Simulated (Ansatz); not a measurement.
This script makes vertical spin-state energies of H₄O₂Sn, SMILES [OH][SnH2][OH] with Ansatz's Python interface.

Script `run_spin.py`:
```python
"""Gap between spin states of H4O2Sn at one geometry."""

import warnings

import ansatz

warnings.simplefilter("ignore", ansatz.DeckWarning)

geometry_ang = [
    ("O", (-1.2849, -0.8812, -0.656)),
    ("Sn", (0.0118, 0.3133, 0.2125)),
    ("O", (1.5622, -0.7725, 0.6906)),
    ("H", (-2.0041, -0.2112, -0.8908)),
    ("H", (0.5058, 1.5799, -0.9048)),
    ("H", (-0.677, 1.0411, 1.6551)),
    ("H", (1.9474, -1.1375, -0.1523)),
]
molecule = ansatz.Crystal.molecule()
for symbol, xyz in geometry_ang:
    molecule = molecule.atom(symbol, xyz)

calculation = (
    molecule.calculation()
    .basis(gaussian="x2c-TZVPPall")
    .functional("r2scan")
)
found = {}
for unpaired in [0, 2]:
    report = calculation.spin("collinear", total=unpaired).run(threads=1, backend="cpu").report
    s = unpaired / 2
    found[unpaired] = report["free_energy_ev"]
    print(f"2S+1 = {unpaired + 1}: E = {found[unpaired]:.5f} eV, <S^2> = {abs(report['mean_field']['state']['spin_squared']):.3f} (pure state {s * (s + 1):.2f})")
lowest = min(found, key=found.get)
for unpaired, e in found.items():
    print(f"multiplicity {unpaired + 1}: {(e - found[lowest]):.3f} eV above the lowest")
```

Which spin state is lowest at this geometry, and how far above lie the others?

In order: multiplicity 1 (+0.00 eV) and multiplicity 3 (+5.26 eV), all at the one geometry.

The run itself:

```console
$ python run_spin.py
2S+1 = 1: E = -172238.07927 eV, <S^2> = 0.000 (pure state 0.00)
2S+1 = 3: E = -172232.81984 eV, <S^2> = 2.017 (pure state 2.00)
multiplicity 1: 0.000 eV above the lowest
multiplicity 3: 5.259 eV above the lowest
```

Notes:
- Total energies depend on the basis set; only differences at equal settings carry meaning.
- The geometry is a force-field or estimated start, not a minimum of this method, and the basis set is short of its limit. All parts are taken at fixed geometry, without zero-point energy.
- Spin-orbit coupling, which mixes and shifts the spin states of heavy atoms, is left out.
- Hardware and time: 49 s on 1 thread of Intel(R) Xeon(R) Processor @ 2.30GHz, with other jobs on the host, peak memory 0.45 GiB.
